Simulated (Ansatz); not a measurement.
# WS2: the cost of one run

Method: DFT LDA without U, plane waves, PAW, no spin–orbit coupling unless a run says so, in Ansatz 0.2.0.

The COD entry's cell or inner coordinates are ideal or old and differ from later refinements, so a difference from it is no clean test against experiment.

## 1. Starting point

The structure is hexagonal, space group P6_3/mmc (No. 194). Conventional cell: a = 3.180 Å, b = 3.180 Å, c = 12.500 Å, α = 90.00°, β = 90.00°, γ = 120.00°. W (site symmetry -6m2) is surrounded by 6 S at 2.45 Å. S (site symmetry 3m) is surrounded by 3 W at 2.45 Å.

Coordinates:

```cif
data_structure
_symmetry_space_group_name_H-M 'P6_3/mmc'
_symmetry_Int_Tables_number 194
_cell_length_a 3.1800
_cell_length_b 3.1800
_cell_length_c 12.5000
_cell_angle_alpha 90.000
_cell_angle_beta 90.000
_cell_angle_gamma 120.000
_cell_volume 109.47
loop_
_atom_site_label
_atom_site_type_symbol
_atom_site_symmetry_multiplicity
_atom_site_Wyckoff_symbol
_atom_site_fract_x
_atom_site_fract_y
_atom_site_fract_z
_atom_site_occupancy
W1 W 2 c 0.33333 0.66667 0.25000 1
S1 S 4 f 0.33333 0.66667 0.62000 1
```

Magnetic order typed: opposed in the cell.

## 2. From atoms, symmetry kept, no search

Contents of input.yaml:

```yaml
crystal:
  lattice:
    - [3.17999949, 0.0, 0.0]
    - [-1.58999974, 2.75396034, 0.0]
    - [0.0, 0.0, 12.49999932]
  atoms:
    - { symbol: W, position: [0.3333333333, 0.6666666667, 0.25], spin: 2.0 }
    - { symbol: W, position: [0.6666666667, 0.3333333333, 0.75], spin: -2.0 }
    - { symbol: S, position: [0.3333333333, 0.6666666667, 0.62] }
    - { symbol: S, position: [0.6666666667, 0.3333333333, 0.12] }
    - { symbol: S, position: [0.3333333333, 0.6666666667, 0.88] }
    - { symbol: S, position: [0.6666666667, 0.3333333333, 0.38] }
basis:
  ecutwfc: 420
  ecutrho_ratio: 4
kpoints:
  mp_grid: { grid: [7, 7, 2] }
hamiltonian:
  xc: lda
scf:
  occupations: { method: gaussian, width: 0.05 }
  lower_state_search: "off"
  max_iter: 150
output:
  forces: true
  stress: true
  eigenvalues: true
  populations: true
  hubbard: { sites: [{ site: 0, l: d }, { site: 1, l: d }] }
magnetization:
  spin_polarized: true
```

On the command line:

```sh
> ansatz run input.yaml --threads 4 --pin off --max-ram 6144MiB --backend cpu --events-out ev --progress --plain --runs-dir out
```

What time and memory should one allow on 4 threads of Arm Neoverse V2, shared host?

About 4.8 s, with a peak of 0.42 GiB.
